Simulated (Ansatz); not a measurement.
# GeH₈N₂O₂Si: a ladder of functionals and wavefunction methods

An exercise on one series of results from a longer session: the logs are not shown, and one member is left open.

Computed with Ansatz 0.2.0, Gaussian basis. Level: functionals in def2-TZVPP, the program's frozen cores in correlated methods.

The runs, in order: PBE-D4, r2SCAN-D4, PBE0-D4, B3LYP-D4, ωB97X-V, ωB97M-V, B2PLYP; CCSD(T)/def2-TZVPP; MP2/def2-QZVPP; extrapolation to the limit.

## Structure used throughout

All runs share one geometry, relaxed beforehand with PBE0-D4 in a triple-zeta def2 set.

SMILES `[NH2][GeH2][Si](N)(O)O`, 14 atoms, charge 0, spin multiplicity 1.

Atoms are counted from 1 here; the program's logs count them from 0.

Bond lengths: N1–Ge2 1.856 Å, N1–H7 1.013 Å, N1–H8 1.013 Å, Ge2–Si3 2.386 Å, Ge2–H9 1.542 Å, Ge2–H10 1.542 Å, Si3–N4 1.720 Å, Si3–O5 1.646 Å, Si3–O6 1.646 Å, N4–H11 1.008 Å, N4–H12 1.008 Å, O5–H13 0.960 Å, O6–H14 0.960 Å. Angles: Ge2–N1–H7 111.5°, Ge2–N1–H8 111.5°, H7–N1–H8 107.0°, N1–Ge2–Si3 114.3°, N1–Ge2–H9 106.2°, N1–Ge2–H10 106.2°, Si3–Ge2–H9 110.7°, Si3–Ge2–H10 110.6°, H9–Ge2–H10 108.5°, Ge2–Si3–N4 120.6°, Ge2–Si3–O5 104.4°, Ge2–Si3–O6 104.4°, N4–Si3–O5 106.4°, N4–Si3–O6 106.4°, O5–Si3–O6 115.1°, Si3–N4–H11 119.3°, Si3–N4–H12 119.3°, H11–N4–H12 110.5° and more.

The first run:

in.yaml reads:

```yaml
crystal:
  periodic: [false, false, false]
  atoms:
    - {symbol: N, position_ang: [0.015026, 1.132931, -2.577051]}
    - {symbol: Ge, position_ang: [0.433986, -0.328356, -1.511835]}
    - {symbol: Si, position_ang: [-0.128997, -0.057461, 0.790457]}
    - {symbol: N, position_ang: [0.189284, -1.312385, 1.923453]}
    - {symbol: O, position_ang: [-1.759609, 0.166527, 0.789818]}
    - {symbol: O, position_ang: [0.753074, 1.243870, 1.277769]}
    - {symbol: H, position_ang: [0.495718, 1.968649, -2.266857]}
    - {symbol: H, position_ang: [-0.976699, 1.336871, -2.554481]}
    - {symbol: H, position_ang: [-0.315606, -1.532237, -2.117341]}
    - {symbol: H, position_ang: [1.949388, -0.560702, -1.677334]}
    - {symbol: H, position_ang: [-0.355628, -2.160040, 1.886207]}
    - {symbol: H, position_ang: [1.143575, -1.517079, 2.176964]}
    - {symbol: H, position_ang: [-2.198935, 0.176678, 1.643328]}
    - {symbol: H, position_ang: [0.755431, 1.442745, 2.216913]}
basis:
  gaussian: {orbitals: def2-TZVPP}
hamiltonian: {xc: pbe, dispersion: d4}
output: {forces: true, orbitals: {seedname: orbitals}}
```

On the command line:

```sh
$ ansatz run in.yaml --threads 2 --pin off --events-out ev --progress --plain --max-ram 32768MiB --backend cuda --devices 0, --max-vram 18GiB
```

Steps of the session up to this table: PBE-D4 (GGA); r2SCAN-D4 (meta-GGA); PBE0-D4 (hybrid); B3LYP-D4 (hybrid); ωB97X-V (range-separated); ωB97M-V (range-separated); B2PLYP (double hybrid); CCSD(T) in def2-TZVPP; MP2 in def2-QZVPP.

One table of the session follows, with a row left open; its other results are not shown here.

```
            method  atomisation energy (kJ/mol)
            PBE-D4                       4969.0
         r2SCAN-D4                       4893.0
           PBE0-D4                       4857.7
          B3LYP-D4                       4900.2
           ωB97X-V                            ?
           ωB97M-V                       4917.9
            B2PLYP                       4846.6
     HF/def2-TZVPP                       3331.1
    MP2/def2-TZVPP                       4853.0
   CCSD/def2-TZVPP                       4698.0
CCSD(T)/def2-TZVPP                       4776.7
           MP2/CBS                       5012.9
       CCSD(T)/CBS                       4936.5
```

**Question.** Estimate the row for ωB97X-V.

**Answer.** atomisation energy (kJ/mol): 4934.7. In the column «atomisation energy (kJ/mol)» it lies between ωB97M-V (4917.9) and CCSD(T)/CBS (4936.5).
